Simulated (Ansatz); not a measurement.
**C₂H₅BOS: up Jacob's ladder to CCSD(T)**

One table from this session's results is given with a row withheld; the runs are named, their logs left out.

Method: functionals in def2-TZVPP, the program's frozen cores in correlated methods; program: Ansatz 0.2.0, Gaussian basis.

Plan: PBE-D4, r2SCAN-D4, PBE0-D4, B3LYP-D4, ωB97X-V, ωB97M-V, B2PLYP; CCSD(T)/def2-TZVPP; MP2/def2-QZVPP; extrapolation to the limit.

## The geometry

An earlier PBE0-D4 in a triple-zeta def2 set relaxation fixed the geometry.

10 atoms, charge 0, spin multiplicity 1.

Atoms are counted from 1 here; the program's logs count them from 0.

Bond lengths: O1–C2 1.356 Å, O1–H6 0.961 Å, C2–B3 1.544 Å, C2–S5 1.982 Å, C2–H7 1.091 Å, B3–C4 1.562 Å, B3–S5 1.978 Å, B3–H8 1.189 Å, C4–S5 1.831 Å, C4–H9 1.086 Å, C4–H10 1.088 Å. Angles: C2–O1–H6 110.3°, O1–C2–B3 121.0°, O1–C2–S5 117.4°, O1–C2–H7 114.7°, B3–C2–S5 66.9°, B3–C2–H7 121.1°, S5–C2–H7 103.4°, C2–B3–C4 103.1°, C2–B3–S5 67.2°, C2–B3–H8 126.6°, C4–B3–S5 60.9°, C4–B3–H8 128.3°, S5–B3–H8 122.7°, B3–C4–S5 70.8°, B3–C4–H9 118.2°, B3–C4–H10 122.6°, S5–C4–H9 112.0°, S5–C4–H10 111.5° and more.

Coordinates:

```
O    -0.6258    1.3062    1.5944
C     0.0751    0.6823    0.6155
B    -0.1215   -0.8225    0.3317
C     0.4157   -0.9816   -1.1268
S    -0.8610    0.3302   -1.0961
H    -0.4693    2.2539    1.5641
H     0.9841    1.1994    0.3050
H    -0.7915   -1.5806    0.9568
H     0.0970   -1.8471   -1.6998
H     1.3807   -0.5914   -1.4418
```

Set-up of the first run:

in.yaml reads:

```yaml
crystal:
  periodic: [false, false, false]
  atoms:
    - {symbol: O, position_ang: [-0.625812, 1.306157, 1.594385]}
    - {symbol: C, position_ang: [0.075083, 0.682301, 0.615498]}
    - {symbol: B, position_ang: [-0.121523, -0.822537, 0.331724]}
    - {symbol: C, position_ang: [0.415675, -0.981611, -1.126788]}
    - {symbol: S, position_ang: [-0.861049, 0.330167, -1.096115]}
    - {symbol: H, position_ang: [-0.469319, 2.253933, 1.564116]}
    - {symbol: H, position_ang: [0.984060, 1.199358, 0.305033]}
    - {symbol: H, position_ang: [-0.791514, -1.580592, 0.956793]}
    - {symbol: H, position_ang: [0.096992, -1.847063, -1.699836]}
    - {symbol: H, position_ang: [1.380707, -0.591414, -1.441812]}
basis:
  gaussian: {orbitals: def2-TZVPP}
hamiltonian: {xc: pbe, dispersion: d4}
output: {forces: true, orbitals: {seedname: orbitals}}
```

Launch:

```
> ansatz run in.yaml --threads 4 --pin off --events-out ev --progress --plain --max-ram 10444MiB
```

Among the steps run: PBE-D4 (GGA); r2SCAN-D4 (meta-GGA); PBE0-D4 (hybrid); B3LYP-D4 (hybrid); ωB97X-V (range-separated); ωB97M-V (range-separated); B2PLYP (double hybrid); CCSD(T) in def2-TZVPP; MP2 in def2-QZVPP.

One of the session's tables, all rows but one given; the rest of the session is left out.

It belongs to the step «Atomisation energies». 

```
            method  atomisation energy (kJ/mol)
            PBE-D4                       3981.4
         r2SCAN-D4                       3885.4
           PBE0-D4                            ?
          B3LYP-D4                       3835.1
           ωB97X-V                       3852.2
           ωB97M-V                       3867.5
            B2PLYP                       3799.4
     HF/def2-TZVPP                       2721.6
    MP2/def2-TZVPP                       3833.6
   CCSD/def2-TZVPP                       3653.8
CCSD(T)/def2-TZVPP                       3730.4
           MP2/CBS                       3937.2
       CCSD(T)/CBS                       3834.0
```

Estimate the missing values for PBE0-D4.

**Answer.** atomisation energy (kJ/mol): 3891.8. In the column «atomisation energy (kJ/mol)» it lies between r2SCAN-D4 (3885.4) and MP2/CBS (3937.2).

To keep in mind: Free atoms (1 O, 2 C, 1 B, 1 S, 5 H) were run apart at each level; the atomisation energy is their sum less the molecule, without zero-point or spin-orbit terms.
